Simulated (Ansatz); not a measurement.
# The palladium atom (singlet): from Hartree-Fock to the top rungs, def2-SVP

One table from this session's results is given with a row withheld; the runs are named, their logs left out.

The runs use Ansatz 0.2.0, Gaussian basis; def2-SVP, core rule «outside noble gas», up to 4 orbitals frozen.

The runs, in order: UHF; CCSD(T) on RHF; CISD; CCSDT(Q) on RHF; CCSDTQ on RHF; CASSCF and MRCISD+Q, 10 electrons in 6 orbitals; CASSCF and MRCISD+Q(relaxed), 10 electrons in 6 orbitals; CASSCF and NEVPT4(SD), 10 electrons in 6 orbitals; CASSCF and NEVPT2, 10 electrons in 6 orbitals.

### The atom

A free atom, in its lowest state of this spin that the program finds. No spin-orbit coupling is included. Elements past krypton take def2 core potentials.

1 atom, charge 0, spin multiplicity 1.

The first run:

The input, in.yaml:

```yaml
crystal:
  periodic: [false, false, false]
  atoms:
    - {symbol: Pd, position_ang: [0.000000, 0.000000, 0.000000]}
basis:
  gaussian: {orbitals: def2-SVP}
magnetization: {spin_polarized: true, initial_magnetization: 0}
hamiltonian: {xc: hf}
output: {orbitals: {seedname: orbitals}}
```

Command:

```console
ansatz run in.yaml --threads 1 --pin off --events-out ev --progress --plain --max-ram 2393MiB
```

Among the steps run: UHF; CCSD(T) on RHF; CISD; CCSDT(Q) on RHF; CCSDTQ on RHF; CASSCF and MRCISD+Q, 10 electrons in 6 orbitals; CASSCF and MRCISD+Q(relaxed), 10 electrons in 6 orbitals; CASSCF and NEVPT4(SD), 10 electrons in 6 orbitals; CASSCF and NEVPT2, 10 electrons in 6 orbitals.

One table of the session follows, with a row left open; its other results are not shown here.

```
                   method  from RCCSDTQ (meV)
                      RHF             +5987.6
                     RMP2                   ?
                     CISD              +462.7
                    RCCSD              +214.6
                 RCCSD(T)               -16.5
                   RCCSDT                -1.2
                RCCSDT(Q)               +10.3
                  RCCSDTQ                   0
           CASSCF valence             +5886.6
           NEVPT2 valence              +735.1
       NEVPT4(SD) valence              +187.2
           MRCISD valence              +433.2
         MRCISD+Q valence              +152.6
MRCISD+Q(relaxed) valence              +152.6
```

Estimate the missing values for RMP2.

As computed: from RCCSDTQ (meV): -81.1. In the column «from RCCSDTQ (meV)» it is the lowest.
